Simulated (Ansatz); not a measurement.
# C₉H₂₅NSi₂: up Jacob's ladder to CCSD(T)

The task here is to estimate one member of a computed series from the others.

Program: Ansatz 0.2.0, Gaussian basis. Level of theory: functionals in def2-TZVPP, the program's frozen cores in correlated methods. These are calculated values, not measurements.

Levels to be run: LDA (SPW92), PBE-D4, revPBE-D4, BLYP-D4, r2SCAN-D4, B97M-V, PBE0-D4, B3LYP-D4, r2SCANh-D4, r2SCAN0-D4, HSE06-D4, BHLYP-D4, CAM-B3LYP-D4, LC-ωPBE, ωB97X-V, ωB97M-V, B2PLYP, PBE-QIDH; CCSD(T)/def2-SVP; CCSD(T)/def2-TZVPP; MP2/def2-QZVPP; extrapolation to the limit; RPA on PBE.

## The relaxed structure

An earlier PBE0-D4 in a triple-zeta def2 set relaxation fixed the geometry.

SMILES `C[SiH](C)N(C(C)(C)C)[Si](C)(C)C`, 37 atoms, charge 0, spin multiplicity 1.

Atoms are counted from 1 here; the program's logs count them from 0.

Bond lengths: C1–Si2 1.877 Å, C1–H13 1.093 Å, C1–H14 1.094 Å, C1–H15 1.092 Å, Si2–C3 1.874 Å, Si2–N4 1.744 Å, Si2–H16 1.489 Å, C3–H17 1.094 Å, C3–H18 1.091 Å, C3–H19 1.093 Å, N4–C5 1.483 Å, N4–Si9 1.762 Å, C5–C6 1.529 Å, C5–C7 1.528 Å, C5–C8 1.529 Å, C6–H20 1.092 Å, C6–H21 1.093 Å, C6–H22 1.087 Å and more. Angles: Si2–C1–H13 110.3°, Si2–C1–H14 109.2°, Si2–C1–H15 113.9°, H13–C1–H14 107.7°, H13–C1–H15 108.0°, H14–C1–H15 107.5°, C1–Si2–C3 110.0°, C1–Si2–N4 114.8°, C1–Si2–H16 105.6°, C3–Si2–N4 116.0°, C3–Si2–H16 105.7°, N4–Si2–H16 103.5°, Si2–C3–H17 108.5°, Si2–C3–H18 113.5°, Si2–C3–H19 110.8°, H17–C3–H18 107.8°, H17–C3–H19 107.7°, H18–C3–H19 108.4° and more.

The first run:

File in.yaml:

```yaml
crystal:
  periodic: [false, false, false]
  atoms:
    - {symbol: C, position_ang: [-2.853916, -0.508386, -0.763802]}
    - {symbol: Si, position_ang: [-1.657215, -0.181006, 0.645125]}
    - {symbol: C, position_ang: [-2.403920, 1.048900, 1.846507]}
    - {symbol: N, position_ang: [-0.014334, 0.132795, 0.152525]}
    - {symbol: C, position_ang: [0.326335, 1.290237, -0.710526]}
    - {symbol: C, position_ang: [1.628383, 1.950249, -0.257142]}
    - {symbol: C, position_ang: [-0.748581, 2.372026, -0.620113]}
    - {symbol: C, position_ang: [0.437363, 0.847568, -2.170077]}
    - {symbol: Si, position_ang: [1.046879, -1.247370, 0.427032]}
    - {symbol: C, position_ang: [1.202867, -1.581734, 2.265437]}
    - {symbol: C, position_ang: [2.818375, -1.064091, -0.178383]}
    - {symbol: C, position_ang: [0.386263, -2.767818, -0.458234]}
    - {symbol: H, position_ang: [-2.455083, -1.277972, -1.429410]}
    - {symbol: H, position_ang: [-3.799061, -0.878570, -0.354761]}
    - {symbol: H, position_ang: [-3.080672, 0.373608, -1.366252]}
    - {symbol: H, position_ang: [-1.557999, -1.465291, 1.392785]}
    - {symbol: H, position_ang: [-3.241068, 0.566997, 2.360731]}
    - {symbol: H, position_ang: [-2.783659, 1.951485, 1.365776]}
    - {symbol: H, position_ang: [-1.673593, 1.343329, 2.604061]}
    - {symbol: H, position_ang: [1.574976, 2.190270, 0.807180]}
    - {symbol: H, position_ang: [1.787218, 2.879795, -0.809945]}
    - {symbol: H, position_ang: [2.495869, 1.317561, -0.425328]}
    - {symbol: H, position_ang: [-1.733144, 2.007843, -0.920016]}
    - {symbol: H, position_ang: [-0.492553, 3.193059, -1.293010]}
    - {symbol: H, position_ang: [-0.816055, 2.774843, 0.391595]}
    - {symbol: H, position_ang: [0.708704, 1.687244, -2.816103]}
    - {symbol: H, position_ang: [1.196391, 0.072821, -2.290692]}
    - {symbol: H, position_ang: [-0.515153, 0.441107, -2.517866]}
    - {symbol: H, position_ang: [0.250678, -1.828113, 2.736849]}
    - {symbol: H, position_ang: [1.889201, -2.416782, 2.436216]}
    - {symbol: H, position_ang: [1.613808, -0.703712, 2.771872]}
    - {symbol: H, position_ang: [3.271981, -2.055146, -0.070014]}
    - {symbol: H, position_ang: [2.920388, -0.777519, -1.226143]}
    - {symbol: H, position_ang: [3.405238, -0.373640, 0.429966]}
    - {symbol: H, position_ang: [1.032356, -3.629997, -0.267464]}
    - {symbol: H, position_ang: [0.367468, -2.599892, -1.539237]}
    - {symbol: H, position_ang: [-0.624239, -3.033499, -0.142143]}
basis:
  gaussian: {orbitals: def2-TZVPP}
hamiltonian: {xc: lda}
output: {orbitals: {seedname: orbitals}}
```

Steps of the session up to this table: LDA; PBE-D4 (GGA); revPBE-D4 (GGA); BLYP-D4 (GGA); r2SCAN-D4 (meta-GGA); B97M-V (meta-GGA); PBE0-D4 (hybrid); B3LYP-D4 (hybrid); r2SCANh-D4 (hybrid); r2SCAN0-D4 (hybrid); HSE06-D4 (hybrid); BHLYP-D4 (hybrid); CAM-B3LYP-D4 (range-separated); LC-ωPBE (range-separated); ωB97X-V (range-separated); ωB97M-V (range-separated); B2PLYP (double hybrid); PBE-QIDH (double hybrid).

One of the session's tables, all rows but one given; the rest of the session is left out.

It belongs to the step «Frontier levels by functional». 

```
  functional  HOMO (eV)  LUMO (eV)  gap (eV)
 LDA (SPW92)      -5.29      -0.24      5.05
      PBE-D4          ?          ?         ?
   revPBE-D4      -5.09       0.13      5.22
     BLYP-D4      -5.04       0.04      5.08
   r2SCAN-D4      -5.40       0.59      5.99
      B97M-V      -5.56       0.04      5.61
     PBE0-D4      -6.42       0.78      7.20
    B3LYP-D4      -6.22       0.49      6.71
  r2SCANh-D4      -5.88       0.83      6.71
  r2SCAN0-D4      -6.61       1.17      7.77
    HSE06-D4      -6.03       0.41      6.44
    BHLYP-D4      -7.65       1.40      9.05
CAM-B3LYP-D4      -7.79       1.56      9.34
     LC-ωPBE      -9.09       2.84     11.92
     ωB97X-V      -8.78       2.56     11.34
     ωB97M-V      -8.72       2.15     10.87
```

Estimate the missing values for PBE-D4.

**Answer.** HOMO (eV): -5.15; LUMO (eV): 0.00; gap (eV): 5.15. In the column «HOMO (eV)» it lies between LDA (SPW92) (-5.29) and revPBE-D4 (-5.09).
